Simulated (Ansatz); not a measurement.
# MgSe+ (doublet): PBE, r2SCAN, PBE0, B3LYP, wB97M-V, B2PLYP, RPA-PBE over vertical gaps between states, cc-pVTZ

Aim: run MgSe+ (doublet) with these functionals over vertical gaps between states, and hold them against the top wave-function level at the same points.

The runs use Ansatz 0.2.0, Gaussian basis; cc-pVTZ, all electrons in the functionals, frozen cores in the correlation of double hybrids and RPA.

Plan: PBE, r2SCAN, PBE0, B3LYP, wB97M-V, B2PLYP, RPA-PBE, at charge 1, doublet; charge 1, quartet.

13 further runs of the same task are left out: 5 for a known fault of the program, 3 that didn't finish, 5 set aside as unsound or not needed.

**1. What is computed**

The geometry is a PBE0/def2-TZVP stationary point (not a proven minimum). No spin-orbit coupling is included. The filled d shell of Se may be among the frozen orbitals whatever the setting's name suggests; the logs give the count.

2 atoms, charge 1, spin multiplicity 2.

Atoms are counted from 1 here; the program's logs count them from 0.

Bond lengths: Se1–Mg2 2.369 Å.

No dispersion term is added; wB97M-V holds VV10 nonlocal correlation. B3LYP takes the VWN-RPA correlation.

The geometry shown and the zero of energy belong to the point charge 1, doublet. The yardstick, UCCSDT(Q), and other wave-function levels (R restricted, U unrestricted, valence and pair active spaces) come from earlier runs.

**2. PBE, charge 1, doublet**

in.yaml

```yaml
crystal:
  periodic: [false, false, false]
  atoms:
    - {symbol: Se, position_ang: [0.000000, 0.000000, 0.000000]}
    - {symbol: Mg, position_ang: [0.000000, 0.000000, 2.369500]}
basis:
  gaussian: {orbitals: cc-pVTZ}
total_charge: 1
magnetization: {spin_polarized: true, initial_magnetization: 1}
hamiltonian: {xc: {name: PBE}}
output: {orbitals: {seedname: orbitals}}
```

The run is started by

```sh
> ansatz run in.yaml --threads 1 --pin off --events-out ev --progress --plain --max-ram 2393MiB
```

Further steps of the session: PBE, charge 1, quartet; r2SCAN, charge 1, doublet; r2SCAN, charge 1, quartet; PBE0, charge 1, doublet; PBE0, charge 1, quartet; B3LYP, charge 1, doublet; B3LYP, charge 1, quartet; wB97M-V, charge 1, doublet; wB97M-V, charge 1, quartet; B2PLYP, charge 1, doublet; B2PLYP, charge 1, quartet; RPA-PBE, charge 1, doublet; RPA-PBE, charge 1, quartet.

Q: Predict the results of all the runs planned. Wanted: doublet to quartet, UCCSDT(Q); largest miss, PBE; largest miss, r2SCAN; largest miss, PBE0; largest miss, B3LYP; largest miss, wB97M-V; largest miss, B2PLYP; largest miss, RPA-PBE; largest miss, RCCSD(T).

The runs gave:

| quantity | value |
| --- | --- |
| doublet to quartet, UCCSDT(Q) | 1.473 eV |
| largest miss, PBE | +0.126 eV (doublet to quartet) |
| largest miss, r2SCAN | +0.035 eV (doublet to quartet) |
| largest miss, PBE0 | -0.009 eV (doublet to quartet) |
| largest miss, B3LYP | +0.068 eV (doublet to quartet) |
| largest miss, wB97M-V | +0.067 eV (doublet to quartet) |
| largest miss, B2PLYP | +0.033 eV (doublet to quartet) |
| largest miss, RPA-PBE | -0.077 eV (doublet to quartet) |
| largest miss, RCCSD(T) | -0.002 eV (doublet to quartet) |
| largest miss, UCCSD(T) | -0.011 eV (doublet to quartet) |

**Reading.** Of the functionals, PBE0 keep the smallest largest miss at the points compared (at most 0.009 eV) and PBE strays most (0.126 eV, at doublet to quartet). Functionals and the yardstick converge differently with the basis, so part of each miss in cc-pVTZ is the basis.
